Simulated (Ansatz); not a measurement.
# ZnAg: the cost of one run

Computed with Ansatz 0.2.0 (DFT PBEsol, scalar-relativistic, plane waves, PAW, unless a step's input says otherwise).

## 1. Starting point

Symmetry: Pm-3m, No. 221, cubic system. The conventional cell has a = 3.156 Å, b = 3.156 Å, c = 3.156 Å, α = 90.00°, β = 90.00°, γ = 90.00°. Around Zn (site symmetry m-3m) lie 8 Ag at 2.73 Å. Ag (site symmetry m-3m) is surrounded by 8 Zn at 2.73 Å.

As a file:

```cif
data_structure
_symmetry_space_group_name_H-M 'Pm-3m'
_symmetry_Int_Tables_number 221
_cell_length_a 3.1560
_cell_length_b 3.1560
_cell_length_c 3.1560
_cell_angle_alpha 90.000
_cell_angle_beta 90.000
_cell_angle_gamma 90.000
_cell_volume 31.43
loop_
_atom_site_label
_atom_site_type_symbol
_atom_site_symmetry_multiplicity
_atom_site_Wyckoff_symbol
_atom_site_fract_x
_atom_site_fract_y
_atom_site_fract_z
_atom_site_occupancy
Zn1 Zn 1 b 0.50000 0.50000 0.50000 1
Ag1 Ag 1 a 0.00000 0.00000 0.00000 1
```

No relaxation comes first: the listed cell is the starting point.

## 2. Zero of the scan

Contents of input.yaml:

```yaml
crystal:
  lattice:
    - [3.156, 0.0, 0.0]
    - [0.0, 3.156, 0.0]
    - [0.0, 0.0, 3.156]
  atoms:
    - { symbol: Zn, position: [0.5, 0.5, 0.5] }
    - { symbol: Ag, position: [0.0, 0.0, 0.0] }
basis:
  ecutwfc: 420
kpoints:
  mp_grid: { grid: [16, 16, 16] }
hamiltonian:
  xc: pbesol
scf:
  occupations: { method: gaussian, width: 0.15 }
output:
  forces: true
  stress: true
  eigenvalues: true
```

Run with:

```console
ansatz run input.yaml --threads 1 --pin off --max-ram 2560MiB --backend cpu --events-out ev --progress --plain --runs-dir out
```

**Question.** How long does this run take on 1 thread of Arm Neoverse V2, shared host, and how much memory does it need?

About 5.3 s, with a peak of 0.36 GiB.
